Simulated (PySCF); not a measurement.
# C6H7NS (2-pyridinemethanethiol): the cost of one run

Programs: PySCF 2.14.0, with routines of our own; each step states its level. All values are computed. Atoms count from 0.

## Step 1: The starting structure

15 atoms, charge 0, multiplicity 1; geometry from: GFN2-xTB.

## Step 2: Relaxing the molecule at PBE0-D3(BJ)/def2-SVP

Job settings and geometry (Å):

```
{"job": {"xc": "PBE0", "basis": "def2-SVP", "d3": "d3bj", "grid": 2, "kind": "geom"}, "charge": 0, "multiplicity": 1}
S      2.988392    -0.009668    -0.666625
C      1.805669    -0.835272     0.471244
C      0.424195    -0.313688     0.247902
C     -0.376621    -0.793010    -0.785135
C     -1.639498    -0.252002    -0.948600
C     -2.057583     0.747520    -0.082948
C     -1.179219     1.164041     0.905010
N      0.027185     0.651620     1.067588
H      2.765491     1.219459    -0.210360
H      1.885340    -1.895744     0.238056
H      2.132626    -0.640481     1.491120
H     -0.010714    -1.568556    -1.440483
H     -2.287263    -0.605877    -1.737434
H     -3.035468     1.193434    -0.174761
H     -1.446947     1.946214     1.603513
```

The run is started by

```
$ OMP_NUM_THREADS=1 python excited_run.py task.json out
```

This one command runs all jobs of the session in turn.

**Question.** How long does this first job take on 1 thread of Arm Neoverse V2, shared host, and how much memory does it need?

About 1.9 min, with a peak of 0.73 GiB.
